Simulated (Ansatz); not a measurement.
# Rb2Cu: the cost of one run

Computed with Ansatz 0.2.0 (DFT PBE, scalar-relativistic, plane waves, PAW, unless a step's input says otherwise).

1 further run of the same task is left out (it didn't finish).

## Step 1: The structure to begin with

Symmetry: P6/mmm, No. 191, hexagonal system. The conventional cell has a = 4.416 Å, b = 4.416 Å, c = 5.119 Å, α = 90.00°, β = 90.00°, γ = 120.00°. Rb (site symmetry -6m2) has 3 Rb at 2.55 Å as nearest neighbours. Cu (site symmetry 6/mmm) has 12 Rb at 3.61 Å as nearest neighbours.

As a file:

```cif
data_structure
_symmetry_space_group_name_H-M 'P 1'
_symmetry_Int_Tables_number 1
_cell_length_a 4.4155
_cell_length_b 4.4155
_cell_length_c 5.1186
_cell_angle_alpha 90.000
_cell_angle_beta 90.000
_cell_angle_gamma 120.000
_cell_volume 86.43
loop_
_atom_site_label
_atom_site_type_symbol
_atom_site_fract_x
_atom_site_fract_y
_atom_site_fract_z
_atom_site_occupancy
Rb1 Rb 0.33333 0.66667 0.50000 1
Rb2 Rb 0.66667 0.33333 0.50000 1
Cu1 Cu 0.00000 0.00000 0.00000 1
```

The cell is invented: species swapped into a database cell of ErB2 (P6/mmm, No. 191), with Cu on the Er sites and Rb on the B sites. Lengths come from tabulated atomic sizes and are only a guess.

## Step 2: Probe: one point on a coarse mesh

input.yaml

```yaml
crystal:
  lattice:
    - [4.41550602, 0.0, 0.0]
    - [-2.20775301, 3.82394039, 0.0]
    - [0.0, 0.0, 5.11858968]
  atoms:
    - { symbol: Rb, position: [0.33333333, 0.66666667, 0.5] }
    - { symbol: Rb, position: [0.66666667, 0.33333333, 0.5] }
    - { symbol: Cu, position: [0.0, 0.0, 0.0] }
basis:
  ecutwfc: 420
kpoints:
  mp_grid: { grid: [6, 6, 4] }
hamiltonian:
  xc: pbe
scf:
  occupations: { method: gaussian, width: 0.1 }
  lower_state_search: "off"
output:
  forces: true
  stress: true
  eigenvalues: true
```

Started as:

```sh
ansatz run input.yaml --threads 1 --pin off --max-ram 2048MiB --backend cpu --events-out ev --progress --plain --runs-dir out
```

**Question.** How long does this run take on 1 thread of Arm Neoverse V2, shared host, and how much memory does it need?

About 2.3 s, with a peak of 0.34 GiB.
